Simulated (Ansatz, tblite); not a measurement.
**Ga5As4 zinc blende off sphere (Ga₅As₄H₁₆−): a ladder of methods and basis sets**

How do method and basis change the picture of Ga5As4 zinc blende off sphere (Ga₅As₄H₁₆−) (singlet)?

Computed with Ansatz 0.2.0, Gaussian basis. Level: as each input shows.

Levels to be run: GFN1-xTB, GFN2-xTB, PBE-D4/def2-TZVP, r2SCAN-D4/def2-TZVP, B97M-V/def2-TZVP, LC-ωPBE/def2-TZVP, HF/def2-TZVP, LC-ωPBE(0.10)/def2-SVP, LC-ωPBE(0.15)/def2-SVP, LC-ωPBE(0.20)/def2-SVP, LC-ωPBE(0.30)/def2-SVP, PBE-D4/def2-SVP, PBE0-D4/def2-SVP, HF/6-31G, B3LYP-D4/6-31G, MP2/def2-TZVP, RPA/def2-TZVP.

## 1. The structure

The singlet was relaxed beforehand with PBE-D4/def2-SVP.

25 atoms, charge -1, spin multiplicity 1.

Bond lengths: Ga1–As6 2.484 Å, Ga1–As7 2.530 Å, Ga1–H10 1.590 Å, Ga1–H11 1.590 Å, Ga2–As6 2.484 Å, Ga2–As8 2.531 Å, Ga2–H12 1.591 Å, Ga2–H13 1.590 Å, Ga3–As6 2.509 Å, Ga3–As9 2.508 Å, Ga3–H14 1.590 Å, Ga3–H15 1.590 Å, Ga4–As7 2.530 Å, Ga4–As9 2.484 Å, Ga4–H16 1.590 Å, Ga4–H17 1.590 Å, Ga5–As8 2.530 Å, Ga5–As9 2.484 Å and more. Angles: As6–Ga1–As7 98.3°, As6–Ga1–H10 112.2°, As6–Ga1–H11 111.3°, As7–Ga1–H10 107.0°, As7–Ga1–H11 104.5°, H10–Ga1–H11 120.6°, As6–Ga2–As8 98.3°, As6–Ga2–H12 112.2°, As6–Ga2–H13 111.3°, As8–Ga2–H12 107.0°, As8–Ga2–H13 104.5°, H12–Ga2–H13 120.6°, As6–Ga3–As9 99.9°, As6–Ga3–H14 108.5°, As6–Ga3–H15 108.5°, As9–Ga3–H14 108.6°, As9–Ga3–H15 108.6°, H14–Ga3–H15 120.6° and more.

The ion is computed in the gas phase, without counter-ions or solvent.

PBE0-D4/def2-TZVP was run before; its log isn't repeated, and its numbers join the tables.

## 2. GFN1-xTB

Tight binding, by tblite at 300 K electronic temperature and without a spin-polarisation term:

```python
tblite.interface.Calculator('GFN1-xTB', numbers, positions, charge=-1, uhf=0).singlepoint()
```

Energy -684.4847 eV, HOMO -7.71 eV, LUMO -3.11 eV; 0.061 s.

## 3. GFN2-xTB

Tight binding, by tblite at 300 K electronic temperature and without a spin-polarisation term:

```python
tblite.interface.Calculator('GFN2-xTB', numbers, positions, charge=-1, uhf=0).singlepoint()
```

Energy -649.2124 eV, HOMO -7.62 eV, LUMO -3.57 eV; 0.046 s.

## 4. PBE-D4/def2-TZVP

start.molden holds the orbitals of an earlier run on this state, given as this run's starting guess.

File in.yaml:

```yaml
crystal:
  periodic: [false, false, false]
  atoms:
    - {symbol: Ga, position_ang: [0.238309, -3.074695, -0.136487]}
    - {symbol: Ga, position_ang: [0.232651, -0.135447, -3.075345]}
    - {symbol: Ga, position_ang: [-2.696768, -0.006708, -0.001708]}
    - {symbol: Ga, position_ang: [0.229314, 0.134294, 3.074789]}
    - {symbol: Ga, position_ang: [0.222540, 3.075246, 0.136492]}
    - {symbol: As, position_ang: [-1.079449, -1.361237, -1.359552]}
    - {symbol: As, position_ang: [1.346688, -1.546356, 1.548286]}
    - {symbol: As, position_ang: [1.338290, 1.554883, -1.550628]}
    - {symbol: As, position_ang: [-1.087299, 1.354358, 1.358043]}
    - {symbol: H, position_ang: [1.394930, -3.695898, -1.033764]}
    - {symbol: H, position_ang: [-0.702533, -4.013074, 0.736382]}
    - {symbol: H, position_ang: [1.392166, -1.029501, -3.696569]}
    - {symbol: H, position_ang: [-0.712212, 0.732338, -4.013808]}
    - {symbol: H, position_ang: [-3.482578, -0.986323, 0.973316]}
    - {symbol: H, position_ang: [-3.485310, 0.968154, -0.979034]}
    - {symbol: H, position_ang: [-0.711511, -0.741177, 4.010405]}
    - {symbol: H, position_ang: [1.381916, 1.034708, 3.698989]}
    - {symbol: H, position_ang: [-0.722953, 4.010350, -0.734847]}
    - {symbol: H, position_ang: [1.376500, 3.700644, 1.034365]}
    - {symbol: H, position_ang: [-1.986803, -2.235497, -2.232044]}
    - {symbol: H, position_ang: [2.273586, -2.408049, 2.411570]}
    - {symbol: H, position_ang: [2.473500, -0.813472, 0.818766]}
    - {symbol: H, position_ang: [2.255447, 2.423969, -2.417196]}
    - {symbol: H, position_ang: [2.473417, 0.831960, -0.824362]}
    - {symbol: H, position_ang: [-1.999239, 2.224130, 2.230140]}
basis:
  gaussian: {orbitals: def2-TZVP, fitting: {mean_field: def2-universal-jkfit}, initial_orbitals: start.molden}
total_charge: -1
hamiltonian: {xc: pbe, dispersion: d4}
scf: {omitted_lower_state_checks: [starts]}
output: {forces: true, orbitals: {seedname: orbitals}}
```

The run is started by

```
ansatz run in.yaml --threads 2 --pin off --events-out ev --progress --plain --max-ram 32768MiB --backend cuda --devices 0, --max-vram 18GiB
```

The runs that follow: r2SCAN-D4/def2-TZVP; B97M-V/def2-TZVP; LC-ωPBE/def2-TZVP; HF/def2-TZVP; LC-ωPBE(0.10)/def2-SVP; LC-ωPBE(0.15)/def2-SVP; LC-ωPBE(0.20)/def2-SVP; LC-ωPBE(0.30)/def2-SVP; PBE-D4/def2-SVP; PBE0-D4/def2-SVP; HF/6-31G; B3LYP-D4/6-31G; MP2/def2-TZVP; RPA/def2-TZVP.

Q: Predict the results of all the runs planned. Wanted: gap in def2-TZVP, named functionals and Hartree-Fock, smallest and largest; gap over the ω; correlation energy, MP2/def2-TZVP; PBE0 total energy, smallest basis above largest.

The runs gave:

| quantity | value |
| --- | --- |
| gap in def2-TZVP, named functionals and Hartree-Fock, smallest and largest | 4.22 eV (PBE-D4), 11.15 eV (HF) |
| gap over the ω (1/bohr) | 7.02 eV at 0.1, 9.87 eV at 0.3 |
| correlation energy, MP2/def2-TZVP | -62.49 eV |
| PBE0 total energy, smallest basis above largest | 63.71 eV (def2-SVP, def2-TZVP) |

**Reading.** Over the named functionals and Hartree-Fock in def2-TZVP the gap runs from 4.22 eV (PBE-D4) to 11.15 eV (HF); exact exchange widens it. Raising the ω (1/bohr) from 0.1 to 0.3 moves the HOMO by -1.62 eV and the LUMO by +1.23 eV.
